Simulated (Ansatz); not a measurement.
# GeH8N2Si: the cost of one run

All numbers below are computed with Ansatz 0.2.0 (RKS B3LYP-D4/def2-SVP).

## (1) The starting structure

Bond lengths: N1–Si2 1.722 Å, Si2–N3 1.791 Å, Si2–Ge4 2.344 Å, N1–H5 1.070 Å, N1–H6 1.085 Å, Si2–H7 1.496 Å, N3–H8 1.089 Å, N3–H9 0.983 Å, Ge4–H10 1.496 Å, Ge4–H11 1.603 Å, Ge4–H12 1.523 Å. Angles (14 of 18 angles, heavy atoms first): N1–Si2–N3 109.0°, N1–Si2–Ge4 109.8°, N3–Si2–Ge4 110.6°, N1–Si2–H7 110.0°, N3–Si2–H7 110.5°, Ge4–Si2–H7 107.0°, Si2–N1–H5 110.2°, Si2–N1–H6 109.9°, Si2–N3–H8 103.1°, Si2–N3–H9 109.2°, Si2–Ge4–H10 109.1°, Si2–Ge4–H11 104.9°, Si2–Ge4–H12 109.0°, H5–N1–H6 104.5°.

Coordinates:

```xyz
12

N    -1.0703    1.5711   -0.1830
Si    0.1063    0.5046    0.4838
N    -0.7084   -0.6415    1.5934
Ge    1.1984   -0.6513   -1.2377
H    -1.8344    1.0128   -0.6819
H    -1.5912    2.0913    0.6142
H     1.1506    1.2881    1.2152
H     0.1081   -1.2774    1.9338
H    -1.3373   -1.1955    1.0806
H     1.8093    0.3374   -2.1801
H     0.0412   -1.4780   -1.9777
H     2.2048   -1.6168   -0.6266
```

## (2) Relaxing end A

Input file input.yaml:

```yaml
crystal:
  periodic: [false, false, false]
  atoms:
    - { symbol: "N", position_ang: [-1.0703, 1.5711, -0.183] }
    - { symbol: Si, position_ang: [0.1063, 0.5046, 0.4838] }
    - { symbol: "N", position_ang: [-0.7084, -0.6415, 1.5934] }
    - { symbol: Ge, position_ang: [1.1984, -0.6513, -1.2377] }
    - { symbol: H, position_ang: [-1.8344, 1.0128, -0.6819] }
    - { symbol: H, position_ang: [-1.5912, 2.0913, 0.6142] }
    - { symbol: H, position_ang: [1.1506, 1.2881, 1.2152] }
    - { symbol: H, position_ang: [0.1081, -1.2774, 1.9338] }
    - { symbol: H, position_ang: [-1.3373, -1.1955, 1.0806] }
    - { symbol: H, position_ang: [1.8093, 0.3374, -2.1801] }
    - { symbol: H, position_ang: [0.0412, -1.478, -1.9777] }
    - { symbol: H, position_ang: [2.2048, -1.6168, -0.6266] }
basis:
  gaussian: { orbitals: def2-SVP }
hamiltonian:
  xc: b3lyp
  dispersion: d4
relax:
  f_tol: 0.015
  max_steps: 40
```

Run with:

```bash
ansatz run input.yaml --threads 2 --pin off --max-ram 3072MiB --backend cpu --events-out ev --progress --plain --runs-dir out
```

**Question.** How long does this run take on 2 threads of Intel Xeon Platinum 8559C (Emerald Rapids), shared host, and how much memory does it need?

About 2 min, with a peak of 0.32 GiB.
